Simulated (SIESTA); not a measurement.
Crystal: MnO2.

```xyz
6
Lattice="4.3306 0.0000 0.0000 0.0000 4.4623 0.0000 0.0000 0.0000 2.8625" Properties=species:S:1:pos:R:3 pbc="T T T"
Mn    2.1653    2.2312    1.4312
Mn    0.0000    0.0000    0.0000
O     0.9267    3.6723    1.4312
O     1.2386    1.4412    0.0000
O     3.0920    3.0212    0.0000
O     3.4039    0.7900    1.4312
```

The cell is a database's computed one.

```yaml
Program: SIESTA 5.4.2
Task: single point
Functional: PBEsol
Potentials_or_basis: PseudoDojo 0.4 standard (PBEsol files)
Basis: DZP (energy shift 0.003 Ry; two zetas on semicore shells)
Grid_cutoff: 800 Ry
Energy_shift: 0.003 Ry
k_mesh: 6 × 6 × 9
Occupations: fermi-dirac, width 0.05 eV
Spin: collinear spin, ferromagnetic start
Starting_moments: "[4.0, 4.0, 0.0, 0.0, 0.0, 0.0] μB"
```

On this cell: pressure -0.1 GPa; largest force 0.116 eV/Å; net moment 5.97 μB per cell; site moments Mn +2.78; O +0.10 μB; band gap on the k mesh none (metal or under the smearing width).

The same run follows on a disturbed copy (atoms moved at random, drawn with an rms of 0.05 Å):

```
Mn O
1.0
     4.33058    0.00000    0.00000
     0.00000    4.46231    0.00000
     0.00000    0.00000    2.86248
Mn O
2 4
Cartesian
  2.2187 2.2137 1.4251
  -0.0396 -0.0065 -0.0393
  0.8846 3.6301 1.4549
  1.2288 1.4192 -0.0050
  3.0763 3.0250 0.0123
  3.3689 0.7669 1.3793
```

Question: What changes?

Answer: The energy (extrapolated to zero smearing) moves by +18.2 meV/atom; pressure 0.5 GPa; largest force 1.659 eV/Å; net moment 5.97 μB per cell; site moments Mn +2.78, +2.77; O +0.12, +0.10, +0.11 μB; band gap on the k mesh none (metal or under the smearing width).

Forces on the atoms (eV/Å):
```
Mn  -1.630 -0.168  0.258
Mn   1.304 -0.082  0.324
O    0.033  0.204 -0.582
O    0.195  0.255 -0.092
O    0.127 -0.129 -0.400
O   -0.029 -0.080  0.492
```

Stress tensor (GPa, compression positive):
```
 0.22 -0.40 -2.11
-0.40  1.25  0.81
-2.11  0.81 -0.11
```

Caveats: short orbitals over semicore shells can move pressures by several GPa; the basis of atomic orbitals isn't converged, which shifts pressures, moduli and gaps; semilocal functionals often make such compounds metallic where correlation or magnetic order opens a gap, which also shifts bond lengths; only a ferromagnetic start was run, and an antiferromagnetic order may lie lower in energy.
